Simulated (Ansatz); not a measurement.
# BaB (rocksalt): other levels of theory at one geometry

An exercise on one series of results from a longer session: the logs are not shown, and one member is left open.

Computed with Ansatz 0.2.0 (DFT at several levels, plane waves, PAW, unless a step's input says otherwise).

1 further run of the same task is left out (it didn't finish). Runs told in other sessions of the task aren't counted.

### The structure to begin with

Symmetry: Fm-3m, No. 225, cubic system. Conventional cell: a = 6.166 Å, b = 6.166 Å, c = 6.166 Å, α = 90.00°, β = 90.00°, γ = 90.00°. Ba (site symmetry m-3m) has 6 B at 3.08 Å in its first shell of neighbours. B (site symmetry m-3m) is surrounded by 6 Ba at 3.08 Å.

Coordinates:

```
Ba B
1.0
     0.00000    3.08279    3.08279
     3.08279    0.00000    3.08279
     3.08279    3.08279    0.00000
Ba B
1 1
Direct
  0.50000 0.50000 0.50000
  0.00000 0.00000 0.00000
```

An earlier run at PBE left this cell at 29.298 Å³/atom and 0.00 GPa (10×10×10 mesh), metallic.

Levels to run: PBE+SOC; r²SCAN; PBEsol; LDA. Hardware: 2 threads of Arm Neoverse V2, shared host.

Set-up of the first run:

input.yaml reads:

```yaml
crystal:
  lattice:
    - [0.0, 3.0827929264, 3.0827929264]
    - [3.0827929264, 0.0, 3.0827929264]
    - [3.0827929264, 3.0827929264, 0.0]
  atoms:
    - { symbol: Ba, position: [0.5, 0.5, 0.5] }
    - { symbol: B, position: [0.0, 0.0, 0.0] }
basis:
  ecutwfc: 420
  ecutrho_ratio: 4
kpoints:
  mp_grid: { grid: [10, 10, 10] }
hamiltonian:
  xc: pbe
scf:
  occupations: { method: gaussian, width: 0.05 }
output:
  forces: true
  stress: true
  eigenvalues: true
  populations: true
  dos: { projected: true, de: 0.02 }
  write_density: true
  write_potential: true
  elf: true
  volumetric_format: npy
magnetization:
  noncollinear: true
  spin_orbit: true
```

Launch:

```sh
ansatz run input.yaml --threads 2 --pin off --max-ram 2662MiB --backend cpu --events-out ev --progress --plain --runs-dir out
```

Steps of the session up to this table: PBE+SOC; r²SCAN; PBEsol; LDA.

One table of the session follows, with a row left open; its other results are not shown here.

```
  level  pressure (GPa)
    PBE             0.0
    LDA            -2.8
 PBEsol            -1.7
PBE+SOC             0.0
 r²SCAN               ?
```

**Question.** Estimate the row for r²SCAN.

**Answer.** pressure (GPa): 0.3. In the column «pressure (GPa)» it is the highest.

The pressure runs from -2.8 GPa (LDA) to 0.3 GPa (r²SCAN); a negative pressure means that level wants a smaller cell, a positive one a larger cell. Total energies of different levels have different zeros and can't be compared.
